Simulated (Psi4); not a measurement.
# HF/3-21G run of SnNH4F (SMILES [NH2][SnH2][F])

Aim: the vertical singlet–triplet gap of SnNH4F at HF/3-21G, from 2 runs. 

The calculation is run with Psi4 1.11.

## Step 1: The structure to begin with

SnNH4F has 7 atoms, charge 0, and is taken as a singlet. SMILES: `[NH2][SnH2][F]`. Geometry: relaxed at PBE0-D4/def2-TZVP. This is one conformer, not always the lowest.

Bond lengths: N1–Sn2 1.995 Å, Sn2–F3 1.926 Å, N1–H4 1.008 Å, N1–H5 1.008 Å, Sn2–H6 1.699 Å, Sn2–H7 1.699 Å. Angles: N1–Sn2–F3 105.2°, N1–Sn2–H6 111.6°, N1–Sn2–H7 111.8°, F3–Sn2–H6 103.8°, F3–Sn2–H7 103.8°, Sn2–N1–H4 117.7°, Sn2–N1–H5 117.8°, H6–Sn2–H7 119.0°, H4–N1–H5 110.3°.

## Step 2: Energy and gradient at HF/3-21G

job.py

```python
import psi4

psi4.set_memory('2200 MB')
psi4.set_num_threads(1)
psi4.set_output_file('fh4nsn.out', False)

molecule = psi4.geometry("""
0 1
N     -0.824600     0.088300    -0.943000
Sn     0.497700    -0.065100     0.542900
F      0.233900    -1.827500     1.272400
H     -1.584200     0.741400    -0.829600
H     -0.469500     0.125500    -1.885700
H      0.113100     0.971100     1.833800
H      2.094900    -0.101800    -0.036600
symmetry c1
no_reorient
no_com
""")

options = {'puream': True, 'e_convergence': 1e-09, 'd_convergence': 1e-08, 'scf_type': 'pk'}
psi4.set_options(options)

result, w = psi4.gradient("scf/3-21G", molecule=molecule, return_wfn=True)
psi4.oeprop(w, "DIPOLE", "MAYER_INDICES", "MULLIKEN_CHARGES")
print('gradient / Eh bohr^-1')
print(result.np.round(6))
print(f'energy = {w.energy():.10f} Eh')
```

The run is started by

```bash
$ python job.py
```

fh4nsn.out:

```text
[...]
  Running in c1 symmetry.
[...]
  Nuclear repulsion =  295.271196941217568
[...]
  Multiplicity = 1
[...]
  Nalpha       = 35
  Nbeta        = 35
[...]
    Number of basis functions: 57
[...]
   @RHF iter   1: -6151.44537552514521   -3.72250e+00   1.05414e-02 ADIIS/DIIS
[...]
   @RHF iter  11: -6151.67509240805794   -5.45697e-12   3.06668e-09 DIIS
[...]
    Orbital Energies [Eh]
    ---------------------
    Doubly Occupied:
       1A   -1034.909532     2A   -156.251871     3A   -145.397796
       4A   -145.397587     5A   -145.397582     6A    -31.559119
       7A    -26.934644     8A    -26.934170     9A    -26.933759
      10A    -26.045324    11A    -19.102020    12A    -19.101164
      13A    -19.101099    14A    -19.100647    15A    -19.100273
      16A    -15.453903    17A     -5.571226    18A     -3.956023
      19A     -3.955081    20A     -3.953945    21A     -1.496910
      22A     -1.445352    23A     -1.441796    24A     -1.437077
      25A     -1.436640    26A     -1.396522    27A     -1.106863
      28A     -0.669980    29A     -0.641148    30A     -0.550065
      31A     -0.547547    32A     -0.526515    33A     -0.491878
      34A     -0.459690    35A     -0.394706
[...]
  @RHF Final Energy: -6151.67509240805794
   => Energetics <=
    Nuclear Repulsion Energy =            295.2711969412175677
    One-Electron Energy =               -9077.4936655800684093
    Two-Electron Energy =                2630.5473762307929064
    Total Energy =                      -6151.6750924080579352
[...]
  -Total Gradient:
     Atom            X                  Y                   Z
    ------   -----------------  -----------------  -----------------
       1       -0.011674026113    -0.021198347143    -0.000116796342
       2        0.013591074896     0.034932039634    -0.005650189987
       3       -0.002476164870    -0.014129460047     0.005448582658
       4        0.003454929636     0.007512506358     0.002105779005
       5        0.005858843619     0.006157617912    -0.000123166370
       6       -0.000163344759    -0.008912177725    -0.004815349916
       7       -0.008591312655    -0.004362179030     0.003151141417
[...]
 Multipole Moments:
 ------------------------------------------------------------------------------------
     Multipole            Electronic (a.u.)      Nuclear  (a.u.)        Total (a.u.)
 ------------------------------------------------------------------------------------
 L = 1.  Multiply by 2.5417464519 to convert [e a0] to [Debye]
 Dipole X            :        -40.1249110           40.3876047            0.2626937
 Dipole Y            :         34.3687667          -32.7833468            1.5854199
 Dipole Z            :        -59.3630643           58.7279637           -0.6351007
 Magnitude           :                                                    1.7279807
[...]
  Mulliken Charges: (a.u.)
   Center  Symbol    Alpha    Beta     Spin     Total
       1     N     4.03227  4.03227  0.00000 -1.06454
       2    SN    24.23292 24.23292  0.00000  1.53415
       3     F     4.78204  4.78204  0.00000 -0.56408
       4     H     0.34098  0.34098  0.00000  0.31803
       5     H     0.34096  0.34096  0.00000  0.31807
       6     H     0.63537  0.63537  0.00000 -0.27074
       7     H     0.63545  0.63545  0.00000 -0.27090
   Total alpha = 35.00000, Total beta = 35.00000, Total charge =  0.00000
  Mayer Bond Indices:
[...]
```

The script printed:

```text
gradient / Eh bohr^-1
[[-0.011674 -0.021198 -0.000117]
 [ 0.013591  0.034932 -0.00565 ]
 [-0.002476 -0.014129  0.005449]
 [ 0.003455  0.007513  0.002106]
 [ 0.005859  0.006158 -0.000123]
 [-0.000163 -0.008912 -0.004815]
 [-0.008591 -0.004362  0.003151]]
energy = -6151.6750924081 Eh
```

Wall time 1.8 s (1 thread of AMD EPYC 9B45 (Zen 5), shared host); peak memory 0.2 GiB.

## Step 3: The triplet: a single-point energy at UHF/3-21G

job.json

```json
{
  "schema_name": "qcschema_input",
  "schema_version": 1,
  "molecule": {
    "schema_name": "qcschema_molecule",
    "schema_version": 2,
    "symbols": ["N", "Sn", "F", "H", "H", "H", "H"],
    "geometry": [-1.55826816, 0.16686282, -1.78201174, 0.94051669, -0.12302117, 1.02593231, 0.44200694, -3.45347449, 2.40448752, -2.99370413, 1.40104295, -1.56771679, -0.88722642, 0.23716063, -3.56345655, 0.21372802, 1.83511304, 3.46537977, 3.95878726, -0.19237412, -0.06916398],
    "molecular_charge": 0,
    "molecular_multiplicity": 3,
    "fix_symmetry": "c1"
  },
  "driver": "energy",
  "model": {
    "method": "scf",
    "basis": "3-21G"
  },
  "keywords": {
    "reference": "uhf",
    "puream": true,
    "e_convergence": 1e-09,
    "d_convergence": 1e-08,
    "scf_type": "pk",
    "maxiter": 100,
    "scf_properties": ["WIBERG_LOWDIN_INDICES", "MULLIKEN_CHARGES", "LOWDIN_CHARGES"]
  }
}
```

The run is started by

```bash
$ psi4 --qcschema job.json -n 1 --memory 2200MB
```

stdout (excerpt; [...] marks lines left out):

```text
[...]
  Running in c1 symmetry.
[...]
  Nuclear repulsion =  295.271197141219091
[...]
  Multiplicity = 3
[...]
  Nalpha       = 36
  Nbeta        = 34
[...]
    Number of basis functions: 57
[...]
   @UHF iter   1: -6151.07547642923237   -3.35260e+00   1.25238e-02 DIIS/ADIIS
[...]
   @UHF iter  21: -6151.43725262840144   -1.81899e-11   8.32531e-09 DIIS
[...]
   @S^2 Observed:                2.016223260E+00
[...]
  @UHF Final Energy: -6151.43725262840144
   => Energetics <=
    Nuclear Repulsion Energy =            295.2711971412190906
    One-Electron Energy =               -9077.8003543799059116
    Two-Electron Energy =                2631.0919046102849279
    Total Energy =                      -6151.4372526284023479
  UHF NO Occupations:
  HONO-2 :   34  A 1.9961962
  HONO-1 :   35  A 1.0000000
[...]
 Multipole Moments:
 ------------------------------------------------------------------------------------
     Multipole            Electronic (a.u.)      Nuclear  (a.u.)        Total (a.u.)
 ------------------------------------------------------------------------------------
 L = 1.  Multiply by 2.5417464519 to convert [e a0] to [Debye]
 Dipole X            :          2.7330009           -4.0566228           -1.3236219
 Dipole Y            :          1.2503132            0.5441252            1.7944385
 Dipole Z            :          2.1757433           -4.6062618           -2.4305185
 Magnitude           :                                                    3.2983942
[...]
  Mulliken Charges: (a.u.)
   Center  Symbol    Alpha    Beta     Spin     Total
       1     N     4.36666  3.23870  1.12795 -0.60536
       2    SN    25.12519 24.10723  1.01796  0.76758
       3     F     4.81272  4.72807  0.08465 -0.54079
       4     H     0.28965  0.32366 -0.03400  0.38669
       5     H     0.28950  0.32369 -0.03419  0.38680
       6     H     0.55810  0.63956 -0.08146 -0.19765
       7     H     0.55818  0.63909 -0.08091 -0.19727
   Total alpha = 36.00000, Total beta = 34.00000, Total charge =  0.00000
  Lowdin Charges: (a.u.)
[...]
```

The result, in JSON:

```text
{
 "driver": "energy",
 "model": {
  "method": "scf",
  "basis": "3-21G"
 },
 "success": true,
 "return_result": -6151.437252628401,
 "properties": {
  "calcinfo_nbasis": 57,
  "calcinfo_nmo": 57,
  "calcinfo_nalpha": 36,
  "calcinfo_nbeta": 34,
  "calcinfo_natom": 7,
  "nuclear_repulsion_energy": 295.2711971412191,
  "return_energy": -6151.437252628401,
  "scf_one_electron_energy": -9077.800354379906,
  "scf_two_electron_energy": 2631.091904610285,
  "scf_dipole_moment": [-1.3236218976586551, 1.7944384522479953, -2.430518478758993],
  "scf_total_energy": -6151.437252628401,
  "scf_iterations": 21
 }
}
```

Run time: 1.2 s. Hardware: 1 thread of AMD EPYC 9B45 (Zen 5), shared host; peak memory 0.2 GiB.

## Step 4: Outcome

Level: HF/3-21G.

| quantity | value |
| --- | --- |
| singlet: total energy | -6151.67509 Eh |
| singlet: dipole moment | 4.39 D |
| singlet: HOMO energy | -10.74 eV |
| singlet: LUMO energy | 3.49 eV |
| singlet: HOMO–LUMO gap | 14.23 eV |
| singlet: largest force on an atom | 1.949 eV/Å |
| triplet: total energy | -6151.43725 Eh |
| triplet: dipole moment | 8.38 D |
| triplet: HOMO energy (highest over α and β) | -2.14 eV |
| triplet: LUMO energy (lowest over α and β) | -0.62 eV |
| triplet: ⟨S²⟩ | 2.016 |
| vertical energy of the triplet above the singlet | 6.472 eV |

**Reading.** At this shape the triplet lies 6.47 eV (149 kcal/mol) above the singlet. The largest force (singlet) is 1.95 eV/Å: the shape isn't a stationary point for this species at this level. Mulliken charges (singlet) run from -1.06 on N1 to +1.53 on Sn2. Relativity is left out (singlet) although the molecule holds a heavy atom. Relativity is left out (triplet) although the molecule holds a heavy atom.
